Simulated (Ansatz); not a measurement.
Born–Oppenheimer molecular dynamics of a periodic cell of 16 atoms, Ge (start crystal Ge, start structure diamond, volume 1.15 times the crystal's). It starts from a structure without forces on its atoms.

All numbers below come from DFT PBE-D3(BJ), scalar-relativistic, plane waves, PAW (Ansatz). Settings: cutoff 420 eV, k mesh 2x2x2, fermi-dirac smearing 0.36 eV, no spin polarisation.

* ensemble: NVT, Langevin thermostat
* time step: 2.25 fs
* steps asked: 90
* set temperature: 4200 K
* friction: 0.02 /fs
* seed: 816832

First frame:

```xyz
16
Lattice="0.0000 5.9299 5.9299 5.9299 0.0000 5.9299 5.9299 5.9299 0.0000" Properties=species:S:1:pos:R:3
Ge 0.000 0.000 0.000
Ge 1.482 1.482 1.482
Ge 2.965 2.965 0.000
Ge 4.447 4.447 1.482
Ge 2.965 0.000 2.965
Ge 4.447 1.482 4.447
Ge 5.930 2.965 2.965
Ge 7.412 4.447 4.447
Ge 0.000 2.965 2.965
Ge 1.482 4.447 4.447
Ge 2.965 5.930 2.965
Ge 4.447 7.412 4.447
Ge 2.965 2.965 5.930
Ge 4.447 4.447 7.412
Ge 5.930 5.930 5.930
Ge 7.412 7.412 7.412
```

Task: What does the run give?

Result: All steps were run.

```json
{"steps done": "90", "time covered": "202.5 fs", "mean temperature over the second half": "2957 K", "spread of the potential energy over the second half": "42.1 meV per atom", "mean potential energy of the second half above the start": "315.1 meV per atom"}
```

The mean temperature of the second half is 30 % below the set value. A run of 0.2 ps of so small a system gives no equilibrium averages. Limits of this set-up: coarse k mesh.

Task: What happens to the structure?

Result: Mean squared displacements from the first frame to the last, about the centre of mass: Ge 1.12 Å². The details hang on the random start.

Task: How do temperature and energy run in time?

Result: 
| time (fs) | T (K) | potential energy less start (eV) |
| --- | --- | --- |
| 0.0 | 3938 | 0.000 |
| 6.8 | 3857 | 0.304 |
| 13.5 | 3442 | 1.178 |
| 20.2 | 3317 | 2.262 |
| 27.0 | 3315 | 3.041 |
| 33.8 | 3549 | 3.695 |
| 40.5 | 2670 | 4.625 |
| 47.2 | 2975 | 5.550 |
| 54.0 | 4133 | 5.302 |
| 60.8 | 5397 | 4.757 |
| 67.5 | 5306 | 4.910 |
| 74.2 | 5380 | 5.195 |
| 81.0 | 4411 | 5.443 |
| 87.8 | 4344 | 5.885 |
| 94.5 | 3762 | 6.492 |
| 101.2 | 3087 | 6.851 |
| 108.0 | 2463 | 6.609 |
| 114.8 | 3606 | 5.903 |
| 121.5 | 3996 | 5.138 |
| 128.2 | 3727 | 4.600 |
| 135.0 | 3285 | 4.382 |
| 141.8 | 3206 | 4.434 |
| 148.5 | 2432 | 4.665 |
| 155.2 | 3014 | 4.797 |
| 162.0 | 2391 | 4.872 |
| 168.8 | 2880 | 4.804 |
| 175.5 | 2691 | 4.703 |
| 182.2 | 2976 | 4.747 |
| 189.0 | 2081 | 4.836 |
| 195.8 | 2799 | 4.913 |
| 202.5 | 3199 | 5.064 |

The run took 14 min on 2 threads of Intel(R) Xeon(R) Platinum 8488C (Sapphire Rapids), on a shared host, peak memory 1.5 GiB.
